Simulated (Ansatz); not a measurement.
# GaH₃ (triplet): from Hartree-Fock to the top rungs at scale of all distances = 1.000, cc-pVDZ

The task here is to estimate one member of a computed series from the others.

The runs use Ansatz 0.2.0, Gaussian basis; cc-pVDZ, core rule «outside noble gas», up to 14 orbitals frozen.

The runs, in order: UHF; CCSD(T) on ROHF; CCSD(T) on UHF; BCCD(T) on ROHF; CISD; CCSDT(Q) on ROHF; CCSDT(Q) on UHF; CASSCF and MRCISD+Q, 4 electrons in 4 orbitals; CASSCF and NEVPT2, 4 electrons in 4 orbitals; CASSCF and MRCISD+Q, 6 electrons in 7 orbitals; CASSCF and NEVPT2, 6 electrons in 7 orbitals; Full CI.

13 further runs of the same task are left out: 10 that didn't finish, 3 set aside as unsound or not needed.

### What is computed

The geometry derives from a PBE0/def2-TZVP stationary point (not a proven minimum). All distances are scaled together. No spin-orbit coupling is included. The filled d shell of Ga may be among the frozen orbitals whatever the setting's name suggests; the logs give the count.

4 atoms, charge 0, spin multiplicity 3.

Atoms are counted from 1 here; the program's logs count them from 0.

Bond lengths: Ga1–H2 1.585 Å, Ga1–H3 1.955 Å, Ga1–H4 1.955 Å, H3–H4 0.811 Å. Angles: H2–Ga1–H3 100.5°, H2–Ga1–H4 100.5°, H3–Ga1–H4 23.9°, Ga1–H3–H4 78.0°, Ga1–H4–H3 78.0°.

Geometry (Å):

```xyz
4

Ga    0.0000    0.0277   -0.0457
H     0.0000   -1.4776   -0.5415
H     0.4054   -0.2202    1.8512
H    -0.4054   -0.2202    1.8512
```

Set-up of the first run:

in.yaml

```yaml
crystal:
  periodic: [false, false, false]
  atoms:
    - {symbol: Ga, position_ang: [0.000000, 0.027726, -0.045695]}
    - {symbol: H, position_ang: [0.000000, -1.477599, -0.541473]}
    - {symbol: H, position_ang: [0.405418, -0.220158, 1.851181]}
    - {symbol: H, position_ang: [-0.405418, -0.220158, 1.851181]}
basis:
  gaussian: {orbitals: cc-pVDZ}
magnetization: {spin_polarized: true, initial_magnetization: 2}
hamiltonian: {xc: hf}
output: {orbitals: {seedname: orbitals}}
```

Command:

```
$ ansatz run in.yaml --threads 1 --pin off --events-out ev --progress --plain --max-ram 2393MiB
```

Steps of the session up to this table: UHF; CCSD(T) on ROHF; CCSD(T) on UHF; BCCD(T) on ROHF; CISD; CCSDT(Q) on ROHF; CCSDT(Q) on UHF; CASSCF and MRCISD+Q, 4 electrons in 4 orbitals; CASSCF and NEVPT2, 4 electrons in 4 orbitals; CASSCF and MRCISD+Q, 6 electrons in 7 orbitals; CASSCF and NEVPT2, 6 electrons in 7 orbitals; Full CI.

One of the session's tables, all rows but one given; the rest of the session is left out.

It belongs to the step «Misses and costs». 

| method | from FCI (kJ/mol) |
| --- | --- |
| ROHF | +243.1 |
| UHF | ? |
| RMP2 | +63.3 |
| UMP2 | +61.2 |
| RCCSD | +5.3 |
| UCCSD | +3.9 |
| RCCSD(T) | +1.4 |
| UCCSD(T) | 0.0 |
| BCCD(T) | +1.3 |
| RCCSDT | 0.0 |
| UCCSDT | -1.3 |
| RCCSDT(Q) | -0.1 |
| UCCSDT(Q) | -1.4 |
| CASSCF valence | +130.7 |
| NEVPT2 valence | +44.6 |
| MRCISD valence | +5.1 |
| MRCISD+Q valence | +1.0 |
| FCI | 0 |

Q: Estimate the row for UHF from the others.

**Answer.** from FCI (kJ/mol): +238.0. In the column «from FCI (kJ/mol)» it lies between CASSCF valence (+130.7) and ROHF (+243.1).

Not comparable, so not listed: CISD (they don't share determinant, frozen orbitals or solution with the rows shown, or repeat one).

To keep in mind: Left out of the table: CASSCF pair, NEVPT2 pair, MRCISD pair, MRCISD+Q pair (the active space lost an orbital or holds another state than full CI finds). UCCSDT, UCCSDT(Q) fall below full CI: unrestricted runs freeze a spin-polarised core, another one than full CI's, and coupled cluster isn't variational. Levels on UHF freeze UHF's core orbitals, full CI those of ROHF, so the U rows can settle a little off it for that reason alone. Restricted and unrestricted rows rest on different reference determinants; where their highest levels disagree by more than a few hundredths of an eV, they describe different states and don't form one ladder. Warnings in the runs' records: passed over end.
